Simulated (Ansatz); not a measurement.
**Pt: energy and stress against strain**

The task, for Pt: strain the cell along the Voigt pattern (0, 0, 0, 0, 0, 1).

Method: DFT PBEsol, scalar-relativistic, plane waves, PAW, in Ansatz 0.2.0.

## Step 1: The starting structure

The structure is cubic, space group Im-3m (No. 229). Conventional cell: a = 3.168 Å, b = 3.168 Å, c = 3.168 Å, α = 90.00°, β = 90.00°, γ = 90.00°. Pt (site symmetry m-3m) has 8 Pt at 2.74 Å in its first shell of neighbours.

Coordinates:

```
Pt
1.0
    -1.58422    1.58422    1.58422
     1.58422   -1.58422    1.58422
     1.58422    1.58422   -1.58422
Pt
1
Cartesian
  0.0000 0.0000 0.0000
```

It goes back to an entry of the Materials Project, which need not be the stable form.

The cell is taken as given, not relaxed at this level.

## Step 2: The reference cell

Reference values: F = -12383.6869 eV; pressure -10.93 GPa; largest force 0.000 eV/Å; gap on the mesh none (metal). It was computed beforehand with the settings of the runs below.

## Step 3: Setting up energy and stress against strain

The cell is strained by ε times the Voigt pattern (0, 0, 0, 0, 0, 1) (xx, yy, zz, yz, xz, xy; engineering shear), with fractional coordinates fixed (clamped ions). The stress on the pattern is the sum of the stress components weighted by it, tension positive.

## Step 4: Point ε = -0.1000

The input, input.yaml:

```yaml
crystal:
  lattice:
    - [-1.663431, 1.663431, 1.58422]
    - [1.663431, -1.663431, 1.58422]
    - [1.505009, 1.505009, -1.58422]
  atoms:
    - { symbol: Pt, position: [0.0, 0.0, 0.0] }
basis:
  ecutwfc: 420
kpoints:
  mp_grid: { grid: [22, 22, 22] }
hamiltonian:
  xc: pbesol
scf:
  occupations: { method: gaussian, width: 0.15 }
output:
  forces: true
  stress: true
  eigenvalues: true
```

Command:

```sh
$ ansatz run input.yaml --threads 1 --pin off --max-ram 2560MiB --backend cpu --events-out ev --progress --plain --runs-dir out
```

Log, cut to the lines that bear on the results:

```text
Warning: RAYON_NUM_THREADS=1 ignored (pool sized by the plan → 1); use --threads N
[...]
Pseudopotentials: kind: paw
Pseudopotential: Pt, paw, valence charge 18, recommended cutoff 420 eV (normal), Pt.paw.azcp
Functional definition: PBEsol
[...]
Crystal: 1 atoms, lattice volume = 15.864 Å³
Basis set: ecut = 420 eV, 313 PW (Γ), exchange–correlation on 40×40×36 points (8 copies of the dense FFT grid, shifted against one another)
Bands: 13, of which v1, the nominal top of the filled ones, is band 9 counted from 1 (8 counted from 0)
Symmetry: 8 space group operations
Space group: Fmmm (ITA 69), of the structure as read, at distance tolerance 2.5e-5 Å
k-points: 1530 of 10648
[...]
SCF iter   1: F=—  HF=-12383.619463 eV  |F-HF|=—  |Δ(HF+E_count)|=         —  Δρ=6.00e-3  dr2=3.03e-3  ethr=1.77e-3  ⟨swp⟩=5.0  Hψ=106256  notcnv=0
[...]
SCF iter   6: F=-12383.618860 eV  HF=-12383.618860 eV  |F-HF|=6.37e-11  |Δ(HF+E_count)|=  6.18e-11  Δρ=8.66e-7  dr2=8.89e-11  ethr=3.92e-12  ⟨swp⟩=1.1  Hψ=60404  notcnv=0
[...]
SCF converged after 6 iterations
Free energy (F): -12383.618860 eV
[...]
E sigma→0 (E₀):  -12383.611929 eV
Entropy (-TS):   -0.013862 eV (-13.862 meV/atom)
Fermi energy:    21.470531 eV
[...]
--- Forces (eV/Å), atoms counted from 1 ---
  atom   1  Pt     0.00000000     0.00000000     0.00000000
[...]
--- Stress (GPa, compression-positive) ---
       -8.115281      14.015050       0.000000
       14.015050      -8.115281      -0.000000
        0.000000      -0.000000      -6.535375
  P = ⅓ Tr σ = -7.5886 GPa (-75.886 kbar)
--- Band table (eV; the first three rows and the last of 1530) ---
  k-point 0: bands = ["-76.6124", "-30.6086", "-30.5775", "-30.5696", "11.9589", "17.2827", "17.8624", "18.7224", "20.5613", "20.7213", "37.5436", "38.5661", "39.3081"]
[...]
```

Wall time 18 s (1 thread of Intel Xeon Platinum 8259CL at 2.50GHz (Skylake/Cascade Lake), shared host); peak memory 0.59 GiB.

## Step 5: ε = 0.0750

input.yaml, as its differences from that of step 4:

```diff
@@ -2,5 +2,5 @@
   lattice:
-    - [-1.663431, 1.663431, 1.58422]
-    - [1.663431, -1.663431, 1.58422]
-    - [1.505009, 1.505009, -1.58422]
+    - [-1.52481175, 1.52481175, 1.58422]
+    - [1.52481175, -1.52481175, 1.58422]
+    - [1.64362825, 1.64362825, -1.58422]
   atoms:
```

Command:

```sh
$ ansatz run input.yaml --threads 1 --pin off --max-ram 2560MiB --backend cpu --events-out ev --progress --plain --runs-dir out
```

Log, cut to the lines that bear on the results:

```text
Warning: RAYON_NUM_THREADS=1 ignored (pool sized by the plan → 1); use --threads N
[...]
[... 3 set-up lines as earlier in the session ...]
[...]
Crystal: 1 atoms, lattice volume = 15.882 Å³
Basis set: ecut = 420 eV, 321 PW (Γ), exchange–correlation on 36×36×40 points (8 copies of the dense FFT grid, shifted against one another)
Bands: 13, of which v1, the nominal top of the filled ones, is band 9 counted from 1 (8 counted from 0)
[... 2 set-up lines as earlier in the session ...]
k-points: 1530 of 10648
[...]
SCF iter   1: F=—  HF=-12383.649025 eV  |F-HF|=—  |Δ(HF+E_count)|=         —  Δρ=5.57e-3  dr2=2.92e-3  ethr=1.77e-3  ⟨swp⟩=5.0  Hψ=106057  notcnv=0
[...]
SCF iter   6: F=-12383.648441 eV  HF=-12383.648441 eV  |F-HF|=5.46e-11  |Δ(HF+E_count)|=   1.13e-9  Δρ=1.59e-6  dr2=1.50e-10  ethr=2.20e-11  ⟨swp⟩=1.2  Hψ=62345  notcnv=0
[...]
SCF converged after 6 iterations
Free energy (F): -12383.648441 eV
[...]
E sigma→0 (E₀):  -12383.641536 eV
Entropy (-TS):   -0.013810 eV (-13.810 meV/atom)
Fermi energy:    21.440931 eV
[...]
--- Forces (eV/Å), atoms counted from 1 ---
  atom   1  Pt     0.00000000     0.00000000    -0.00000000
[...]
--- Stress (GPa, compression-positive) ---
       -9.325065     -10.589095       0.000000
      -10.589095      -9.325065      -0.000000
       -0.000000       0.000000      -8.474088
  P = ⅓ Tr σ = -9.0414 GPa (-90.414 kbar)
--- Band table (eV; the first three rows and the last of 1530) ---
  k-point 0: bands = ["-76.6450", "-30.6372", "-30.6164", "-30.6080", "11.9389", "17.4442", "17.9019", "18.5225", "20.5133", "20.6056", "37.7702", "38.5069", "39.0840"]
[...]
```

Run time: 16 s. Hardware: 1 thread of Intel Xeon Platinum 8259CL at 2.50GHz (Skylake/Cascade Lake), shared host; peak memory 0.62 GiB.

## Step 6: At ε = -0.0500

The input, input.yaml:

```yaml
crystal:
  lattice:
    - [-1.6238255, 1.6238255, 1.58422]
    - [1.6238255, -1.6238255, 1.58422]
    - [1.5446145, 1.5446145, -1.58422]
  atoms:
    - { symbol: Pt, position: [0.0, 0.0, 0.0] }
basis:
  ecutwfc: 420
kpoints:
  mp_grid: { grid: [22, 22, 22] }
hamiltonian:
  xc: pbesol
scf:
  occupations: { method: gaussian, width: 0.15 }
output:
  forces: true
  stress: true
  eigenvalues: true
  write_density: true
  write_potential: true
  elf: true
  volumetric_format: npy
```

Command:

```sh
$ ansatz run input.yaml --threads 1 --pin off --max-ram 2560MiB --backend cpu --events-out ev --progress --plain --runs-dir out
```

Log, cut to the lines that bear on the results:

```text
Warning: RAYON_NUM_THREADS=1 ignored (pool sized by the plan → 1); use --threads N
[...]
[... 3 set-up lines as earlier in the session ...]
[...]
Crystal: 1 atoms, lattice volume = 15.894 Å³
Basis set: ecut = 420 eV, 321 PW (Γ), exchange–correlation on 40×40×40 points (8 copies of the dense FFT grid, shifted against one another)
Bands: 13, of which v1, the nominal top of the filled ones, is band 9 counted from 1 (8 counted from 0)
[... 2 set-up lines as earlier in the session ...]
k-points: 1530 of 10648
[...]
SCF iter   1: F=—  HF=-12383.670281 eV  |F-HF|=—  |Δ(HF+E_count)|=         —  Δρ=5.33e-3  dr2=2.89e-3  ethr=1.77e-3  ⟨swp⟩=5.0  Hψ=106286  notcnv=0
[...]
SCF iter   6: F=-12383.669699 eV  HF=-12383.669699 eV  |F-HF|=7.09e-11  |Δ(HF+E_count)|=  4.95e-10  Δρ=1.25e-6  dr2=1.37e-10  ethr=1.09e-11  ⟨swp⟩=4.1  Hψ=95969  notcnv=0
[...]
SCF converged after 6 iterations
Free energy (F): -12383.669699 eV
[...]
E sigma→0 (E₀):  -12383.662906 eV
Entropy (-TS):   -0.013586 eV (-13.586 meV/atom)
Fermi energy:    21.420719 eV
[...]
--- Forces (eV/Å), atoms counted from 1 ---
  atom   1  Pt    -0.00000000     0.00000000    -0.00000000
[...]
--- Stress (GPa, compression-positive) ---
      -10.213802       7.143216       0.000000
        7.143216     -10.213802       0.000000
        0.000000       0.000000      -9.823402
  P = ⅓ Tr σ = -10.0837 GPa (-100.837 kbar)
--- Band table (eV; the first three rows and the last of 1530) ---
  k-point 0: bands = ["-76.6683", "-30.6567", "-30.6443", "-30.6364", "11.9245", "17.6109", "17.9328", "18.3284", "20.4789", "20.5205", "37.9933", "38.4647", "38.8647"]
[...]
```

Wall time 22 s (1 thread of Intel Xeon Platinum 8259CL at 2.50GHz (Skylake/Cascade Lake), shared host); peak memory 0.61 GiB.

The maps below are laid out on this run's own conventional cell (a, b, c = 3.168, 4.369, 4.593 Å).

Density in a lattice plane of the grid's cell (edges 3.17 and 4.59 Å, at 0.000 of the third edge), which holds Pt.

Values in e/Å³, 12 rows by 8 columns:
```
 8.93  5.95  1.47  0.34  0.20  0.34  1.47  5.95
 2.54  1.54  0.55  0.27  0.22  0.27  0.55  1.54
 0.45  0.41  0.36  0.41  0.45  0.41  0.36  0.41
 0.22  0.27  0.55  1.54  2.54  1.54  0.55  0.27
 0.20  0.34  1.47  5.95  8.93  5.95  1.47  0.34
 0.21  0.41  2.40  8.98 11.96  8.98  2.40  0.41
 0.20  0.34  1.47  5.95  8.93  5.95  1.47  0.34
 0.22  0.27  0.55  1.54  2.54  1.54  0.55  0.27
 0.45  0.41  0.36  0.41  0.45  0.41  0.36  0.41
 2.54  1.54  0.55  0.27  0.22  0.27  0.55  1.54
 8.93  5.95  1.47  0.34  0.20  0.34  1.47  5.95
11.96  8.98  2.40  0.41  0.21  0.41  2.40  8.98
```
Columns run along the first of these edges and rows up along the second, over one cell in 8 and 12 even steps from the bottom left corner. Atoms in the plane (fractional): Pt at (0.00, 0.00), Pt at (0.50, 0.50).

ELF in the same plane.

Ten even steps from '0' (0.17) to '9' (0.69):
```
9998631000136899
9876421000124678
7653211000112356
3322211101112223
1112221111122211
0111222333222111
0011235676532110
0012467898764210
0013689999986310
0014799999997410
0013689999986310
0012467898764210
0011235676532110
0111222333222111
1112221111122211
3322211101112223
7653211000112356
9876421000124678
9998631000136899
9999741000147999
```
Columns run along the first of these edges and rows up along the second, over one cell in 16 and 20 even steps from the bottom left corner. Atoms in the plane (fractional): Pt at (0.00, 0.00), Pt at (0.50, 0.50).

Both are smooth fields of the valence electrons: close to the nuclei they are not physical.

## Step 7: Point ε = 0.0250

The input, input.yaml:

```yaml
crystal:
  lattice:
    - [-1.56441725, 1.56441725, 1.58422]
    - [1.56441725, -1.56441725, 1.58422]
    - [1.60402275, 1.60402275, -1.58422]
  atoms:
    - { symbol: Pt, position: [0.0, 0.0, 0.0] }
basis:
  ecutwfc: 420
kpoints:
  mp_grid: { grid: [22, 22, 22] }
hamiltonian:
  xc: pbesol
scf:
  occupations: { method: gaussian, width: 0.15 }
output:
  forces: true
  stress: true
  eigenvalues: true
```

Command:

```sh
$ ansatz run input.yaml --threads 1 --pin off --max-ram 2560MiB --backend cpu --events-out ev --progress --plain --runs-dir out
```

Log, cut to the lines that bear on the results:

```text
[...]
SCF converged after 6 iterations
Free energy (F): -12383.682569 eV
[...]
E sigma→0 (E₀):  -12383.675910 eV
Entropy (-TS):   -0.013318 eV (-13.318 meV/atom)
Fermi energy:    21.407244 eV
[...]
--- Forces (eV/Å), atoms counted from 1 ---
  atom   1  Pt     0.00000000    -0.00000000     0.00000000
[...]
--- Stress (GPa, compression-positive) ---
      -10.750928      -3.606013       0.000000
       -3.606013     -10.750928       0.000000
        0.000000      -0.000000     -10.641330
  P = ⅓ Tr σ = -10.7144 GPa (-107.144 kbar)
--- Band table (eV; the first three rows and the last of 1530) ---
  k-point 0: bands = ["-76.6824", "-30.6664", "-30.6607", "-30.6559", "11.9159", "17.7825", "17.9523", "18.1407", "20.4580", "20.4684", "38.2133", "38.4394", "38.6476"]
[...]
```

It took 18 s on 1 thread of Intel Xeon Platinum 8259CL at 2.50GHz (Skylake/Cascade Lake), shared host; peak memory 0.62 GiB.

## Step 8: ε = 0.0875

input.yaml, as its differences from that of step 7:

```diff
@@ -2,5 +2,5 @@
   lattice:
-    - [-1.56441725, 1.56441725, 1.58422]
-    - [1.56441725, -1.56441725, 1.58422]
-    - [1.60402275, 1.60402275, -1.58422]
+    - [-1.514910375, 1.514910375, 1.58422]
+    - [1.514910375, -1.514910375, 1.58422]
+    - [1.653529625, 1.653529625, -1.58422]
   atoms:
```

Command:

```sh
$ ansatz run input.yaml --threads 1 --pin off --max-ram 2560MiB --backend cpu --events-out ev --progress --plain --runs-dir out
```

Log, cut to the lines that bear on the results:

```text
[...]
SCF converged after 6 iterations
Free energy (F): -12383.634696 eV
[...]
E sigma→0 (E₀):  -12383.627771 eV
Entropy (-TS):   -0.013850 eV (-13.850 meV/atom)
Fermi energy:    21.454346 eV
[...]
--- Forces (eV/Å), atoms counted from 1 ---
  atom   1  Pt     0.00000000    -0.00000000     0.00000000
[...]
--- Stress (GPa, compression-positive) ---
       -8.758851     -12.300091       0.000000
      -12.300091      -8.758851       0.000000
       -0.000000       0.000000      -7.582087
  P = ⅓ Tr σ = -8.3666 GPa (-83.666 kbar)
--- Band table (eV; the first three rows and the last of 1530) ---
  k-point 0: bands = ["-76.6298", "-30.6240", "-30.5982", "-30.5901", "11.9482", "17.3628", "17.8830", "18.6218", "20.5356", "20.6598", "37.6574", "38.5344", "39.1952"]
[...]
```

Wall time 17 s (1 thread of Intel Xeon Platinum 8259CL at 2.50GHz (Skylake/Cascade Lake), shared host); peak memory 0.62 GiB.

## Step 9: Point ε = 0.0625

input.yaml, as its differences from that of step 8:

```diff
@@ -2,5 +2,5 @@
   lattice:
-    - [-1.514910375, 1.514910375, 1.58422]
-    - [1.514910375, -1.514910375, 1.58422]
-    - [1.653529625, 1.653529625, -1.58422]
+    - [-1.534713125, 1.534713125, 1.58422]
+    - [1.534713125, -1.534713125, 1.58422]
+    - [1.633726875, 1.633726875, -1.58422]
   atoms:
```

Command:

```sh
$ ansatz run input.yaml --threads 1 --pin off --max-ram 2560MiB --backend cpu --events-out ev --progress --plain --runs-dir out
```

Log, cut to the lines that bear on the results:

```text
[...]
SCF converged after 6 iterations
Free energy (F): -12383.660109 eV
[...]
E sigma→0 (E₀):  -12383.653248 eV
Entropy (-TS):   -0.013722 eV (-13.722 meV/atom)
Fermi energy:    21.429873 eV
[...]
--- Forces (eV/Å), atoms counted from 1 ---
  atom   1  Pt     0.00000000     0.00000000    -0.00000000
[...]
--- Stress (GPa, compression-positive) ---
       -9.811474      -8.874388       0.000000
       -8.874388      -9.811474       0.000000
        0.000000       0.000000      -9.218573
  P = ⅓ Tr σ = -9.6138 GPa (-96.138 kbar)
--- Band table (eV; the first three rows and the last of 1530) ---
  k-point 0: bands = ["-76.6578", "-30.6482", "-30.6318", "-30.6234", "11.9310", "17.5270", "17.9186", "18.4246", "20.4944", "20.5591", "37.8822", "38.4837", "38.9739"]
[...]
```

Wall time 17 s (1 thread of Intel Xeon Platinum 8259CL at 2.50GHz (Skylake/Cascade Lake), shared host); peak memory 0.63 GiB.

## Step 10: Point ε = 0.0375

input.yaml, as its differences from that of step 9:

```diff
@@ -2,5 +2,5 @@
   lattice:
-    - [-1.534713125, 1.534713125, 1.58422]
-    - [1.534713125, -1.534713125, 1.58422]
-    - [1.633726875, 1.633726875, -1.58422]
+    - [-1.554515875, 1.554515875, 1.58422]
+    - [1.554515875, -1.554515875, 1.58422]
+    - [1.613924125, 1.613924125, -1.58422]
   atoms:
```

Command:

```sh
$ ansatz run input.yaml --threads 1 --pin off --max-ram 2560MiB --backend cpu --events-out ev --progress --plain --runs-dir out
```

Log, cut to the lines that bear on the results:

```text
Warning: RAYON_NUM_THREADS=1 ignored (pool sized by the plan → 1); use --threads N
[...]
[... 3 set-up lines as earlier in the session ...]
[...]
Crystal: 1 atoms, lattice volume = 15.898 Å³
Basis set: ecut = 420 eV, 321 PW (Γ), exchange–correlation on 40×40×40 points (8 copies of the dense FFT grid, shifted against one another)
Bands: 13, of which v1, the nominal top of the filled ones, is band 9 counted from 1 (8 counted from 0)
[... 2 set-up lines as earlier in the session ...]
k-points: 1530 of 10648
[...]
SCF iter   1: F=—  HF=-12383.677763 eV  |F-HF|=—  |Δ(HF+E_count)|=         —  Δρ=5.24e-3  dr2=2.88e-3  ethr=1.77e-3  ⟨swp⟩=5.0  Hψ=106255  notcnv=0
[...]
SCF iter   6: F=-12383.677194 eV  HF=-12383.677194 eV  |F-HF|=5.09e-11  |Δ(HF+E_count)|=  4.77e-10  Δρ=1.14e-6  dr2=1.28e-10  ethr=1.11e-11  ⟨swp⟩=1.2  Hψ=60316  notcnv=0
[...]
SCF converged after 6 iterations
Free energy (F): -12383.677194 eV
[...]
E sigma→0 (E₀):  -12383.670476 eV
Entropy (-TS):   -0.013437 eV (-13.437 meV/atom)
Fermi energy:    21.413171 eV
[...]
--- Forces (eV/Å), atoms counted from 1 ---
  atom   1  Pt     0.00000000     0.00000000     0.00000000
[...]
--- Stress (GPa, compression-positive) ---
      -10.527720      -5.386643       0.000000
       -5.386643     -10.527720       0.000000
        0.000000       0.000000     -10.296273
  P = ⅓ Tr σ = -10.4506 GPa (-104.506 kbar)
--- Band table (eV; the first three rows and the last of 1530) ---
  k-point 0: bands = ["-76.6765", "-30.6628", "-30.6539", "-30.6473", "11.9195", "17.6961", "17.9441", "18.2337", "20.4667", "20.4903", "38.1036", "38.4499", "38.7560"]
[...]
```

It took 17 s on 1 thread of Intel Xeon Platinum 8259CL at 2.50GHz (Skylake/Cascade Lake), shared host; peak memory 0.62 GiB.

## Step 11: At ε = 0.0125

input.yaml, as its differences from that of step 10:

```diff
@@ -2,5 +2,5 @@
   lattice:
-    - [-1.554515875, 1.554515875, 1.58422]
-    - [1.554515875, -1.554515875, 1.58422]
-    - [1.613924125, 1.613924125, -1.58422]
+    - [-1.574318625, 1.574318625, 1.58422]
+    - [1.574318625, -1.574318625, 1.58422]
+    - [1.594121375, 1.594121375, -1.58422]
   atoms:
```

Command:

```sh
$ ansatz run input.yaml --threads 1 --pin off --max-ram 2560MiB --backend cpu --events-out ev --progress --plain --runs-dir out
```

Log, cut to the lines that bear on the results:

```text
Warning: RAYON_NUM_THREADS=1 ignored (pool sized by the plan → 1); use --threads N
[...]
[... 3 set-up lines as earlier in the session ...]
[...]
Crystal: 1 atoms, lattice volume = 15.903 Å³
Basis set: ecut = 420 eV, 321 PW (Γ), exchange–correlation on 40×40×40 points (8 copies of the dense FFT grid, shifted against one another)
Bands: 13, of which v1, the nominal top of the filled ones, is band 9 counted from 1 (8 counted from 0)
[... 2 set-up lines as earlier in the session ...]
k-points: 1530 of 10648
[...]
SCF iter   1: F=—  HF=-12383.686370 eV  |F-HF|=—  |Δ(HF+E_count)|=         —  Δρ=5.15e-3  dr2=2.88e-3  ethr=1.77e-3  ⟨swp⟩=5.0  Hψ=106574  notcnv=0
[...]
SCF iter   6: F=-12383.685804 eV  HF=-12383.685804 eV  |F-HF|=1.22e-10  |Δ(HF+E_count)|=   6.11e-9  Δρ=1.86e-6  dr2=2.65e-10  ethr=8.52e-11  ⟨swp⟩=1.7  Hψ=62411  notcnv=0
[...]
SCF converged after 6 iterations
Free energy (F): -12383.685804 eV
[...]
E sigma→0 (E₀):  -12383.679182 eV
Entropy (-TS):   -0.013244 eV (-13.244 meV/atom)
Fermi energy:    21.403339 eV
[...]
--- Forces (eV/Å), atoms counted from 1 ---
  atom   1  Pt     0.00000000     0.00000000     0.00000000
[...]
--- Stress (GPa, compression-positive) ---
      -10.884192      -1.807829       0.000000
       -1.807829     -10.884192      -0.000000
        0.000000      -0.000000     -10.855334
  P = ⅓ Tr σ = -10.8746 GPa (-108.746 kbar)
--- Band table (eV; the first three rows and the last of 1530) ---
  k-point 0: bands = ["-76.6860", "-30.6676", "-30.6648", "-30.6623", "11.9137", "17.8701", "17.9573", "18.0491", "20.4526", "20.4552", "38.3223", "38.4331", "38.5394"]
[...]
```

Wall time 17 s (1 thread of Intel Xeon Platinum 8259CL at 2.50GHz (Skylake/Cascade Lake), shared host); peak memory 0.62 GiB.

## Step 12: All points together

The scan, with free energies counted from the undisturbed cell:

```tsv
ε	ΔE (meV/atom)	stress on the pattern (GPa)	pressure (GPa)
-0.1000	68.0	-14.02	-7.6
-0.0500	17.2	-7.14	-10.1
0.0000	0.0	0.00	-10.9
0.0125	1.1	1.81	-10.9
0.0250	4.3	3.61	-10.7
0.0375	9.7	5.39	-10.5
0.0625	26.8	8.87	-9.6
0.0750	38.4	10.59	-9.0
0.0875	52.2	12.30	-8.4
```

Not run, since symmetry makes them alike: 0.1000 repeats -0.1000, -0.0750 repeats 0.0750, 0.0500 repeats -0.0500, -0.0250 repeats 0.0250. Energy, pressure and gap are the same there.

## Step 13: Outcome

```
                                                              quantity    value
slope of the stress at ε = 0, from the points at -0.0500, 0 and 0.0125  144 GPa
```

What this shows: The slope of the stress at zero strain, 144 GPa, estimates C66 with clamped ions in this Cartesian frame. The step is wide, so higher orders mix in. The reference stands under -10.9 GPa, so this is no zero-stress constant. The undisturbed cell stays the lowest of the sampled points. Spin-orbit coupling is left out for Pt.
